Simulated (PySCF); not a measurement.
# CH3F3SeSi: the cost of one run

Computed with PySCF 2.14.0, with density-fitted response routines of our own, on a single molecule in the gas phase. Atoms count from 0, in the outputs and in this text.

## 1. Starting geometry

9 atoms, charge 0, multiplicity 1; geometry from: GFN2-xTB. The atoms were then displaced at random by about 0.01 Å, so the start is not that level's minimum.

Bonds of the start (Å): F0–C1 1.34, C1–F2 1.36, C1–F3 1.37, C1–Si4 1.95, Si4–Se5 2.26, Si4–H6 1.46, Si4–H7 1.45, Se5–H8 1.44.

## 2. Relaxing the molecule at PBE0-D3(BJ)/def2-SVP

The job: settings as JSON, then the geometry in Å.

```
{"job": {"xc": "PBE0", "basis": "def2-SVP", "d3": "d3bj", "grid": 1, "shake": 0.01, "kind": "geom"}, "charge": 0, "multiplicity": 1}
F     -1.515000     0.138310     1.370360
C     -1.039140     0.225480     0.119460
F     -2.030850    -0.173340    -0.716390
F     -0.806110     1.546050    -0.136790
Si     0.572820    -0.860670    -0.086760
Se     2.310760     0.578780    -0.174760
H      0.620540    -1.685460     1.121200
H      0.385750    -1.587340    -1.322370
H      1.559040     1.801040    -0.207690
```

Started as:

```sh
$ OMP_NUM_THREADS=1 python probes_run.py task.json out
```

This one command runs all jobs of the session in turn.

**Question.** How long does this first job take on 1 thread of Arm Neoverse V1, shared host, and how much memory does it need?

About 96 s, with a peak of 0.51 GiB.
